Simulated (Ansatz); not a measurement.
# CH5BClN: the cost of one run

Method: RKS B3LYP-D4/def2-SVP, in Ansatz 0.2.0.

### 1 The starting structure

Bond lengths: B1–Cl2 1.860 Å, B1–N3 1.550 Å, N3–H4 1.060 Å, N3–H5 1.060 Å, B1–C6 1.600 Å, C6–H7 1.110 Å, C6–H8 1.110 Å, C6–H9 1.110 Å. Angles: Cl2–B1–N3 120.0°, Cl2–B1–C6 120.0°, N3–B1–C6 120.0°, B1–N3–H4 120.0°, B1–N3–H5 120.0°, H4–N3–H5 120.0°, B1–C6–H7 109.5°, B1–C6–H8 109.5°, B1–C6–H9 109.5°, H7–C6–H8 109.4°, H7–C6–H9 109.4°, H8–C6–H9 109.4°.

As a file:

```xyz
9

B     0.0000    0.0000    0.0000
Cl    0.0000    0.0000    1.8600
N     1.3423    0.0000   -0.7750
H     1.8089   -0.9179   -1.0268
H     1.7937    0.9179   -1.0532
C    -1.3856    0.0000   -0.8000
H    -1.9458   -0.9305   -0.5708
H    -1.9898    0.8797   -0.4946
H    -1.1839    0.0508   -1.8903
```

### 2 Preparing the start

File input.yaml:

```yaml
crystal:
  periodic: [false, false, false]
  atoms:
    - { symbol: B, position_ang: [0.0, 0.0, 0.0] }
    - { symbol: Cl, position_ang: [0.0, 0.0, 1.86] }
    - { symbol: "N", position_ang: [1.3423, 0.0, -0.775] }
    - { symbol: H, position_ang: [1.8089, -0.9179, -1.0268] }
    - { symbol: H, position_ang: [1.7937, 0.9179, -1.0532] }
    - { symbol: C, position_ang: [-1.3856, 0.0, -0.8] }
    - { symbol: H, position_ang: [-1.9458, -0.9305, -0.5708] }
    - { symbol: H, position_ang: [-1.9898, 0.8797, -0.4946] }
    - { symbol: H, position_ang: [-1.1839, 0.0508, -1.8903] }
basis:
  gaussian: { orbitals: def2-SVP }
hamiltonian:
  xc: b3lyp
  dispersion: d4
relax:
  f_tol: 0.02
  max_steps: 40
```

Launch:

```console
ansatz run input.yaml --threads 1 --pin off --max-ram 2048MiB --backend cpu --events-out ev --progress --plain --runs-dir out
```

What time and memory should one allow on 1 thread of Arm Neoverse V2, shared host?

About 48 s, with a peak of 0.16 GiB.
